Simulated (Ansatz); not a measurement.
# AlH₅S₂Si: basis-set convergence

The task here is to estimate one member of a computed series from the others.

Computed with Ansatz 0.2.0, Gaussian basis. Level: one geometry, several basis sets.

The runs, in order: PBE0-D4/def2-SVP; ωB97M-V/def2-SVP; PBE0-D4/def2-QZVPP; ωB97M-V/def2-QZVPP; the functionals' def2-TZVPP values are taken from earlier runs.

## The relaxed structure

All runs share one geometry, relaxed beforehand with PBE0-D4 in a triple-zeta def2 set.

SMILES `[SiH3][S][AlH][SH]`, 9 atoms, charge 0, spin multiplicity 1.

Atoms are counted from 1 here; the program's logs count them from 0.

Bond lengths: Si1–S2 2.135 Å, Si1–H5 1.482 Å, Si1–H6 1.487 Å, Si1–H7 1.485 Å, S2–Al3 2.181 Å, Al3–S4 2.179 Å, Al3–H8 1.572 Å, S4–H9 1.344 Å. Angles: S2–Si1–H5 106.5°, S2–Si1–H6 111.4°, S2–Si1–H7 111.3°, H5–Si1–H6 109.4°, H5–Si1–H7 109.8°, H6–Si1–H7 108.4°, Si1–S2–Al3 102.5°, S2–Al3–S4 123.9°, S2–Al3–H8 118.0°, S4–Al3–H8 118.1°, Al3–S4–H9 95.6°.

The first run:

in.yaml reads:

```yaml
crystal:
  periodic: [false, false, false]
  atoms:
    - {symbol: Si, position_ang: [0.016568, 0.927382, -1.259855]}
    - {symbol: S, position_ang: [1.387642, -0.645274, -0.808110]}
    - {symbol: Al, position_ang: [0.591740, -1.445270, 1.058161]}
    - {symbol: S, position_ang: [-1.076372, -0.559677, 2.145539]}
    - {symbol: H, position_ang: [0.508447, 1.572919, -2.499931]}
    - {symbol: H, position_ang: [-0.034349, 1.933901, -0.166453]}
    - {symbol: H, position_ang: [-1.355401, 0.401995, -1.476258]}
    - {symbol: H, position_ang: [1.260711, -2.738047, 1.652927]}
    - {symbol: H, position_ang: [-1.210486, 0.505771, 1.336882]}
basis:
  gaussian: {orbitals: def2-SVP}
hamiltonian: {xc: pbe0, dispersion: d4}
output: {orbitals: {seedname: orbitals}}
```

Command:

```sh
ansatz run in.yaml --threads 2 --pin off --events-out ev --progress --plain --max-ram 4352MiB
```

Steps of the session up to this table: PBE0-D4 in def2-SVP; ωB97M-V in def2-SVP; PBE0-D4 in def2-QZVPP; ωB97M-V in def2-QZVPP.

One table of the session follows, with a row left open; its other results are not shown here.

It belongs to the step «Functionals by basis». 

```
functional       basis  HOMO (eV)
   PBE0-D4    def2-SVP      -7.70
   PBE0-D4  def2-TZVPP      -7.77
   PBE0-D4  def2-QZVPP      -7.78
   ωB97M-V    def2-SVP          ?
   ωB97M-V  def2-TZVPP      -9.90
   ωB97M-V  def2-QZVPP      -9.93
```

**Question.** Estimate the row for ωB97M-V, def2-SVP.

As computed: HOMO (eV): -9.78. In the column «HOMO (eV)» it lies between ωB97M-V, def2-TZVPP (-9.90) and PBE0-D4, def2-QZVPP (-7.78).
